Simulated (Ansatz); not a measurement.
**GeH4 (built from SMILES [GeH4]): a barrier at many levels of theory**

How high is the barrier of this step (Ge1–H4 formed, H2–H3 formed, Ge1–H2 broken, H3–H4 broken), and how far do cheaper methods land from CCSD(T)?

The runs use Ansatz 0.2.0, Gaussian basis; single points in def2-TZVPP on PBE0-D4/def2-TZVP structures.

Levels: SPW92, PBE-D4, BLYP-D4, r2SCAN-D4, B97M-V, PBE0-D4, B3LYP-D4, r2SCAN0-D4, BHLYP-D4, CAM-B3LYP-D4, wB97X-V, wB97M-V, B2PLYP, PBE-QIDH, RPA on PBE, Hartree-Fock, MP2, CCSD, CCSD(T). The reference is CCSD(T) at the basis limit, from triple and quadruple zeta. Zero-point energies come from PBE0-D4 vibrations.

Cores are frozen in the correlated methods. Filled d shells of the heavier atoms are correlated. B3LYP uses VWN-RPA correlation. B2PLYP carries no dispersion term here.

22 further runs of the same task are left out: 22 set aside as unsound or not needed.

## (1) The three structures

Charge 0, multiplicity 1. The folders r, ts and p hold the start, the saddle and the end; their coordinates stand in the first inputs.

```tsv
pair	r (Å)	ts (Å)	p (Å)
Ge1–H4	1.945	1.703	1.588
H2–H3	2.182	1.099	0.790
Ge1–H2	1.588	1.703	1.945
H3–H4	0.790	1.100	2.181
```

## (2) wB97M-V/def2-TZVPP

r/in.yaml

```yaml
crystal:
  periodic: [false, false, false]
  atoms:
    - {symbol: Ge, position_ang: [-0.625073, -0.686777, -0.295077]}
    - {symbol: H, position_ang: [0.688614, -0.522175, -1.171438]}
    - {symbol: H, position_ang: [0.629749, 0.477922, 0.766592]}
    - {symbol: H, position_ang: [0.375054, -0.083609, 1.260263]}
    - {symbol: H, position_ang: [-1.068444, 0.814540, -0.560240]}
basis:
  gaussian: {orbitals: def2-TZVPP}
hamiltonian: {xc: {name: wB97M-V}}
```

ts/in.yaml

```yaml
crystal:
  periodic: [false, false, false]
  atoms:
    - {symbol: Ge, position_ang: [-0.685320, -0.675478, -0.136880]}
    - {symbol: H, position_ang: [0.842415, -0.267329, -0.768526]}
    - {symbol: H, position_ang: [0.798937, 0.120807, 0.259118]}
    - {symbol: H, position_ang: [0.174049, 0.020029, 1.158242]}
    - {symbol: H, position_ang: [-1.130181, 0.801871, -0.511853]}
basis:
  gaussian: {orbitals: def2-TZVPP}
hamiltonian: {xc: {name: wB97M-V}}
```

p/in.yaml

```yaml
crystal:
  periodic: [false, false, false]
  atoms:
    - {symbol: Ge, position_ang: [-0.736036, -0.638411, 0.023768]}
    - {symbol: H, position_ang: [1.053135, -0.380158, -0.694196]}
    - {symbol: H, position_ang: [1.006159, 0.313911, -0.319944]}
    - {symbol: H, position_ang: [-0.213685, -0.127755, 1.433629]}
    - {symbol: H, position_ang: [-1.109674, 0.832313, -0.443157]}
basis:
  gaussian: {orbitals: def2-TZVPP}
hamiltonian: {xc: {name: wB97M-V}}
```

The command line of these runs was not kept.

After this run come: CCSD(T)/def2-TZVPP; MP2/def2-QZVPP; Vibrations of the start structure; Vibrations of the end structure.

Before running it: what results should come out? Wanted: barrier, CCSD(T)/CBS; reverse barrier, CCSD(T)/CBS; step energy, CCSD(T)/CBS; barrier with zero-point energy; step energy with zero-point energy; imaginary mode at the saddle; largest T1 diagnostic.

As calculated:

| quantity | value |
| --- | --- |
| barrier, CCSD(T)/CBS | 49.5 kJ/mol |
| reverse barrier, CCSD(T)/CBS | 49.5 kJ/mol |
| step energy, CCSD(T)/CBS | 0.0 kJ/mol |
| barrier with zero-point energy | 45.4 kJ/mol |
| step energy with zero-point energy | 0.0 kJ/mol |
| imaginary mode at the saddle | 1351i cm⁻¹ |
| largest T1 diagnostic | 0.013 |

The functionals run from PBE-QIDH, off by -0.7 kJ/mol, to SPW92, off by -34.5 kJ/mol, against CCSD(T)/CBS. Mean unsigned error by rung: LDA 34.5, GGA 8.9, meta-GGA 12.6, hybrid 7.7, range-separated hybrid 3.6, double hybrid 2.3 kJ/mol. PBE-D4 gives a barrier 15.9 kJ/mol too low, outside chemical accuracy (1 kcal/mol, 4.2 kJ/mol). The barrier rises with the share of exact exchange, from BLYP-D4 through B3LYP-D4 to BHLYP-D4 (-1.9, +2.5, +13.6 kJ/mol). Hartree-Fock, with no correlation, is off by +41.6 kJ/mol. Zero-point motion lowers the barrier by 4.1 kJ/mol.
